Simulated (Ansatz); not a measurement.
**CH4O3Si: basis-set convergence**

Aim: see how fast density functionals converge with the basis set for CH4O3Si.

The runs use Ansatz 0.2.0, Gaussian basis; one geometry, several basis sets.

Plan: PBE0-D4/def2-SVP; ωB97M-V/def2-SVP; PBE0-D4/def2-QZVPP; ωB97M-V/def2-QZVPP; the functionals' def2-TZVPP values are taken from earlier runs.

## 1. The geometry

An earlier PBE0-D4 in a triple-zeta def2 set relaxation fixed the geometry.

SMILES `O[Si]1(O)CO1`, 9 atoms, charge 0, spin multiplicity 1.

Atoms are counted from 1 here; the program's logs count them from 0.

Bond lengths: O1–Si2 1.619 Å, O1–H6 0.958 Å, Si2–O3 1.619 Å, Si2–C4 1.792 Å, Si2–O5 1.634 Å, O3–H7 0.958 Å, C4–O5 1.522 Å, C4–H8 1.089 Å, C4–H9 1.089 Å. Angles: Si2–O1–H6 116.7°, O1–Si2–O3 103.9°, O1–Si2–C4 125.9°, O1–Si2–O5 120.5°, O3–Si2–C4 125.8°, O3–Si2–O5 120.6°, C4–Si2–O5 52.5°, Si2–O3–H7 116.8°, Si2–C4–O5 58.4°, Si2–C4–H8 123.5°, Si2–C4–H9 123.5°, O5–C4–H8 111.6°, O5–C4–H9 111.6°, H8–C4–H9 112.0°, Si2–O5–C4 69.1°.

Geometry (Å):

```xyz
9
charge 0, multiplicity 1
O    -0.8670    0.3085   -1.7251
Si    0.1367    0.1133   -0.4697
O     1.5864   -0.0950   -1.1600
C    -0.3297   -0.4254    1.1750
O    -0.0223    1.0341    0.8703
H    -1.7707    0.5537   -1.5208
H     2.3424   -0.1353   -0.5724
H     0.3751   -0.8413    1.8928
H    -1.3623   -0.5589    1.4928
```

## 2. PBE0-D4 in def2-SVP

Input file in.yaml:

```yaml
crystal:
  periodic: [false, false, false]
  atoms:
    - {symbol: O, position_ang: [-0.867042, 0.308479, -1.725141]}
    - {symbol: Si, position_ang: [0.136662, 0.113299, -0.469694]}
    - {symbol: O, position_ang: [1.586385, -0.095020, -1.160015]}
    - {symbol: C, position_ang: [-0.329740, -0.425391, 1.175030]}
    - {symbol: O, position_ang: [-0.022295, 1.034071, 0.870333]}
    - {symbol: H, position_ang: [-1.770707, 0.553720, -1.520769]}
    - {symbol: H, position_ang: [2.342400, -0.135257, -0.572369]}
    - {symbol: H, position_ang: [0.375102, -0.841317, 1.892808]}
    - {symbol: H, position_ang: [-1.362264, -0.558887, 1.492816]}
basis:
  gaussian: {orbitals: def2-SVP}
hamiltonian: {xc: pbe0, dispersion: d4}
output: {orbitals: {seedname: orbitals}}
```

Started as:

```console
ansatz run in.yaml --threads 2 --pin off --events-out ev --progress --plain --max-ram 4352MiB
```

The log of the run:

```text
Functional definition: PBE0
  name "PBE0"
  cite "Adamo & Barone, J. Chem. Phys. 110, 6158 (1999) doi:10.1063/1.478522"
  cite "Perdew, Burke & Ernzerhof, Phys. Rev. Lett. 77, 3865 (1996) doi:10.1103/PhysRevLett.77.3865"
  parent pbe
  parameter a = 0.25
  parameter kappa = 0.804
  parameter beta = 0.06672455060314922
  exchange = (1 - a)*pbe_x(kappa = kappa, mu = beta*pi^2/3) + a*exact_x
  correlation = pbe_c(beta = beta)
1015 factors; their error is unknown
mean field evaluation 1: about -15094.2052 eV, gradient 7.1e1 eV
mean field evaluation 2: about -15087.0213 eV, gradient 9.6e1 eV
mean field evaluation 4: about -15103.3303 eV, gradient 3.2e0 eV
mean field evaluation 8: about -15103.3513 eV, gradient 4.8e-2 eV
mean field evaluation 16: about -15103.4113 eV, gradient 9.6e-6 eV
mean field -15103.41125514 eV, -555.0401261665 hartree, gradient 9.6e-6 eV, S^2 0.000000; 0 other end points of the search recorded, 0 dependent functions left out
reference -15103.41127777 eV, -555.0401269982 hartree; 24, 24 occupied and 70, 70 virtual orbitals, 1015 factors
Total energy: -15103.56001341 eV, -555.0455929322 hartree
```

Wall time 1.4 s (2 threads of Arm Neoverse V1, shared host).

## 3. ωB97M-V in def2-SVP

in.yaml, as its differences from that of step 2:

```diff
@@ -14,3 +14,3 @@
   gaussian: {orbitals: def2-SVP}
-hamiltonian: {xc: pbe0, dispersion: d4}
+hamiltonian: {xc: {name: wB97M-V}}
 output: {orbitals: {seedname: orbitals}}
```

Same command.

The log of the run:

```text
Functional definition: wB97M-V
  name "wB97M-V"
  cite "Mardirossian & Head-Gordon, J. Chem. Phys. 144, 214110 (2016) doi:10.1063/1.4952647"
  cite "Becke, J. Chem. Phys. 107, 8554 (1997) doi:10.1063/1.475007"
  cite "Vydrov & Van Voorhis, J. Chem. Phys. 133, 244103 (2010) doi:10.1063/1.3521275"
  # Of w^i u^j: cxij and so on, Table III.
  parameter omega = 0.3/bohr
  parameter cx = 0.15
  parameter cx01 = 1.007
  parameter cx10 = 0.259
  parameter css00 = 0.443
  parameter css04 = -1.437
  parameter css10 = -4.535
  parameter css20 = -3.390
  parameter css43 = 4.278
  parameter cos00 = 1.000
  parameter cos10 = 1.358
  parameter cos20 = 2.924
  parameter cos21 = -8.812
  parameter cos60 = -1.390
  parameter cos61 = 9.142
  parameter b = 6.0
  parameter c = 0.01
  gx(w, u) = 1 - cx + cx01*u + cx10*w
  gss(w, u) = css00 + css04*u^4 + css10*w + css20*w^2 + css43*w^4*u^3
  gos(w, u) = cos00 + cos10*w + (cos20 + cos21*u)*w^2 + (cos60 + cos61*u)*w^6
  exchange = spin_sum(e_x_unif_sr(omega)*gx(b97_w, b97_u_x)) + cx*exact_x_sr(omega) + exact_x_lr(omega)
  correlation = spin_sum(e_c_pw_mod_same_spin*gss(b97_w, b97_u_same))
      + integral(e_c_pw_mod_opposite_spin*gos(b97_w_opposite, b97_u_opposite)) + vv10(b, c)
1015 factors; their error is unknown
248 factors; integrals over basis functions are off by at most 7.6e-6 eV
mean field evaluation 1: about -15104.4885 eV, gradient 6.3e1 eV
mean field evaluation 2: about -15104.7387 eV, gradient 6.5e1 eV
mean field evaluation 4: about -15111.7125 eV, gradient 2.2e0 eV
mean field evaluation 8: about -15111.7260 eV, gradient 2.8e-2 eV
mean field evaluation 16: about -15111.7392 eV, gradient 5.3e-5 eV
mean field -15111.73915149 eV, -555.3461707126 hartree, gradient 5.3e-5 eV, S^2 0.000000; 0 other end points of the search recorded, 0 dependent functions left out
reference -15111.73918775 eV, -555.3461720453 hartree; 24, 24 occupied and 70, 70 virtual orbitals, 1015 factors
Total energy: -15111.73918775 eV, -555.3461720453 hartree
```

Wall time 6 s (2 threads of Arm Neoverse V1, shared host).

## 4. PBE0-D4 in def2-QZVPP

in.yaml, as its differences from that of step 3:

```diff
@@ -13,4 +13,4 @@
 basis:
-  gaussian: {orbitals: def2-SVP}
-hamiltonian: {xc: {name: wB97M-V}}
+  gaussian: {orbitals: "def2-QZVPP.json"}
+hamiltonian: {xc: pbe0, dispersion: d4}
 output: {orbitals: {seedname: orbitals}}
```

Launched as before.

The log of the run:

```text
Functional definition: PBE0
  name "PBE0"
  cite "Adamo & Barone, J. Chem. Phys. 110, 6158 (1999) doi:10.1063/1.478522"
  cite "Perdew, Burke & Ernzerhof, Phys. Rev. Lett. 77, 3865 (1996) doi:10.1103/PhysRevLett.77.3865"
  parent pbe
  parameter a = 0.25
  parameter kappa = 0.804
  parameter beta = 0.06672455060314922
  exchange = (1 - a)*pbe_x(kappa = kappa, mu = beta*pi^2/3) + a*exact_x
  correlation = pbe_c(beta = beta)
1338 factors; their error is unknown
mean field evaluation 1: about -15104.6501 eV, gradient 8.4e1 eV
mean field evaluation 2: about -15092.2645 eV, gradient 1.2e2 eV
mean field evaluation 4: about -15116.3011 eV, gradient 5.9e0 eV
mean field evaluation 8: about -15116.3722 eV, gradient 3.2e-1 eV
mean field evaluation 16: about -15116.3723 eV, gradient 2.9e-5 eV
mean field -15116.37230858 eV, -555.5164360951 hartree, gradient 2.9e-5 eV, S^2 0.000000; 0 other end points of the search recorded, 0 dependent functions left out
reference -15116.37234297 eV, -555.5164373588 hartree; 24, 24 occupied and 394, 394 virtual orbitals, 1338 factors
Total energy: -15116.52107861 eV, -555.5219032928 hartree
```

Run time: 12 s. Hardware: 2 threads of Arm Neoverse V1, shared host; peak memory 1.1 GiB.

## 5. ωB97M-V in def2-QZVPP

in.yaml, as its differences from that of step 4:

```diff
@@ -14,3 +14,3 @@
   gaussian: {orbitals: "def2-QZVPP.json"}
-hamiltonian: {xc: pbe0, dispersion: d4}
+hamiltonian: {xc: {name: wB97M-V}}
 output: {orbitals: {seedname: orbitals}}
```

Launched as before.

The log of the run:

```text
Functional definition: wB97M-V
  name "wB97M-V"
  cite "Mardirossian & Head-Gordon, J. Chem. Phys. 144, 214110 (2016) doi:10.1063/1.4952647"
  cite "Becke, J. Chem. Phys. 107, 8554 (1997) doi:10.1063/1.475007"
  cite "Vydrov & Van Voorhis, J. Chem. Phys. 133, 244103 (2010) doi:10.1063/1.3521275"
  # Of w^i u^j: cxij and so on, Table III.
  parameter omega = 0.3/bohr
  parameter cx = 0.15
  parameter cx01 = 1.007
  parameter cx10 = 0.259
  parameter css00 = 0.443
  parameter css04 = -1.437
  parameter css10 = -4.535
  parameter css20 = -3.390
  parameter css43 = 4.278
  parameter cos00 = 1.000
  parameter cos10 = 1.358
  parameter cos20 = 2.924
  parameter cos21 = -8.812
  parameter cos60 = -1.390
  parameter cos61 = 9.142
  parameter b = 6.0
  parameter c = 0.01
  gx(w, u) = 1 - cx + cx01*u + cx10*w
  gss(w, u) = css00 + css04*u^4 + css10*w + css20*w^2 + css43*w^4*u^3
  gos(w, u) = cos00 + cos10*w + (cos20 + cos21*u)*w^2 + (cos60 + cos61*u)*w^6
  exchange = spin_sum(e_x_unif_sr(omega)*gx(b97_w, b97_u_x)) + cx*exact_x_sr(omega) + exact_x_lr(omega)
  correlation = spin_sum(e_c_pw_mod_same_spin*gss(b97_w, b97_u_same))
      + integral(e_c_pw_mod_opposite_spin*gos(b97_w_opposite, b97_u_opposite)) + vv10(b, c)
1318 factors; their error is unknown
326 factors; integrals over basis functions are off by at most 7.8e-6 eV
mean field evaluation 1: about -15115.9568 eV, gradient 7.4e1 eV
mean field evaluation 2: about -15115.3056 eV, gradient 8.0e1 eV
mean field evaluation 4: about -15124.8472 eV, gradient 2.9e0 eV
mean field evaluation 8: about -15124.8651 eV, gradient 4.9e-2 eV
mean field evaluation 16: about -15124.8648 eV, gradient 1.1e-4 eV
mean field -15124.86477397 eV, -555.8285284419 hartree, gradient 7.6e-6 eV, S^2 0.000000; 0 other end points of the search recorded, 0 dependent functions left out
reference -15124.86482822 eV, -555.8285304356 hartree; 24, 24 occupied and 394, 394 virtual orbitals, 1318 factors
Total energy: -15124.86482822 eV, -555.8285304356 hartree
```

Wall time 28 s (2 threads of Arm Neoverse V1, shared host); peak memory 1.4 GiB.

## 6. Density functionals: the series

The def2-TZVPP values come from earlier runs at the same geometry.

```
functional       basis  functions  energy (eV)  from the largest (eV)  HOMO (eV)  LUMO (eV)
   PBE0-D4    def2-SVP         94  -15103.5600                 12.961      -7.38       0.67
   PBE0-D4  def2-TZVPP        222  -15115.8072                  0.714      -7.54       0.20
   PBE0-D4  def2-QZVPP        418  -15116.5211                  0.000      -7.59      -0.15
   ωB97M-V    def2-SVP         94  -15111.7392                 13.126      -9.67       2.42
   ωB97M-V  def2-TZVPP        222  -15124.1913                  0.674      -9.85       1.77
   ωB97M-V  def2-QZVPP        418  -15124.8648                  0.000      -9.90       1.15
```

## 7. Summary of results

| quantity | value |
| --- | --- |
| PBE0-D4: double and triple zeta above quadruple | 12.96, 0.71 eV |
| ωB97M-V: double and triple zeta above quadruple | 13.13, 0.67 eV |

What this shows: For PBE0-D4 the step from double to triple zeta gains 12.25 eV and the next only 0.71 eV. Total energies overstate the basis error of differences, where much of it tends to cancel. The LUMO of ωB97M-V is positive and keeps falling with the basis (2.42 to 1.15 eV): an unbound level that the basis holds in place.

For PBE0-D4 the largest set took about 8 times as long as the smallest (12 s against 1.4 s).
